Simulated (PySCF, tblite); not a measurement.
**C5H5F3Si: geometry, infrared bands and NMR shifts**

Wanted: the infrared bands and NMR shifts of C5H5F3Si (`C#C[SiH2]/C=C\C(F)(F)F`), by calculation.

Computed with tblite 0.8.0 and PySCF 2.14.0, with density-fitted response routines of our own, on a single molecule in the gas phase. Atoms are numbered from 0 throughout.

### Step 1. The molecule as given

14 atoms, charge 0, multiplicity 1; geometry from: force field or distance geometry start.

Bonds of the start (Å): C0–C1 1.22, C1–Si2 1.82, Si2–C3 1.83, C3–C4 1.33, C4–C5 1.49, C5–F6 1.38, C5–F7 1.38, C5–F8 1.39, C0–H9 1.06, Si2–H10 1.49, Si2–H11 1.45, C3–H12 1.08, C4–H13 1.11.

### Step 2. Relaxing the molecule with GFN2-xTB

Job settings and geometry (Å):

```
{"job": {"kind": "relax", "xc": "GFN2-xTB", "basis": "xTB"}, "charge": 0, "multiplicity": 1}
C      3.676200     0.070000     0.420500
C      2.504100     0.378000     0.266300
Si     0.750800     0.820600     0.073000
C     -0.081300    -0.511000    -0.876400
C     -1.343300    -0.850900    -0.633300
C     -2.192800    -0.170000     0.377000
F     -3.361400    -0.904500     0.412000
F     -1.673000    -0.226300     1.658800
F     -2.545700     1.118400    -0.002900
H      4.691900    -0.188700     0.554200
H      0.737900     2.066000    -0.750900
H      0.134700     1.133600     1.353000
H      0.465300    -1.066900    -1.625600
H     -1.764100    -1.668800    -1.247800
```

Started as:

```bash
> OMP_NUM_THREADS=1 python probes_run.py task.json out
```

One launch serves the whole session: the jobs run in the order shown.

**Question.** This job is followed by: GFN2-xTB harmonic vibrations, gas phase; GIAO PBE0/pcSseg-1 NMR shielding, non-relativistic, gas phase. What will the session give for the following? strongest single infrared mode (GFN2-xTB); zero-point energy (GFN2-xTB); 13C shifts against TMS (PBE0/pcSseg-1); 1H shifts against TMS (PBE0/pcSseg-1, means over atoms taken as alike); 29Si shifts against TMS (PBE0/pcSseg-1); 19F shifts against CFCl3 (PBE0/pcSseg-1, means over atoms taken as alike).

**Answer**, as computed:

```
                                                                 quantity                                 value
                                strongest single infrared mode (GFN2-xTB)                 1031 cm⁻¹, 336 km/mol
                                             zero-point energy (GFN2-xTB)                         50.2 kcal/mol
                                   13C shifts against TMS (PBE0/pcSseg-1)  149.0, 146.6, 132.4, 104.8, 86.3 ppm
   1H shifts against TMS (PBE0/pcSseg-1, means over atoms taken as alike)            7.00, 6.83, 4.94, 1.95 ppm
                                  29Si shifts against TMS (PBE0/pcSseg-1)                             -77.9 ppm
19F shifts against CFCl3 (PBE0/pcSseg-1, means over atoms taken as alike)                             -74.9 ppm
```

What this shows: Relaxing lowered the energy by 0.464 eV in 118 steps; the close pair that moved most is Si2–C3, from 1.835 to 1.902 Å. All 36 modes are real, so the xTB geometry is a minimum. The strongest single mode, at 1031 cm⁻¹, moves mainly C5. Unscaled tight-binding wavenumbers are off by several per cent, some by more. Its intensities can rank the bands wrongly. At PBE0/pcSseg-1: Shielding is most anisotropic at C1 (span 287 ppm, paramagnetic term -158 ppm).
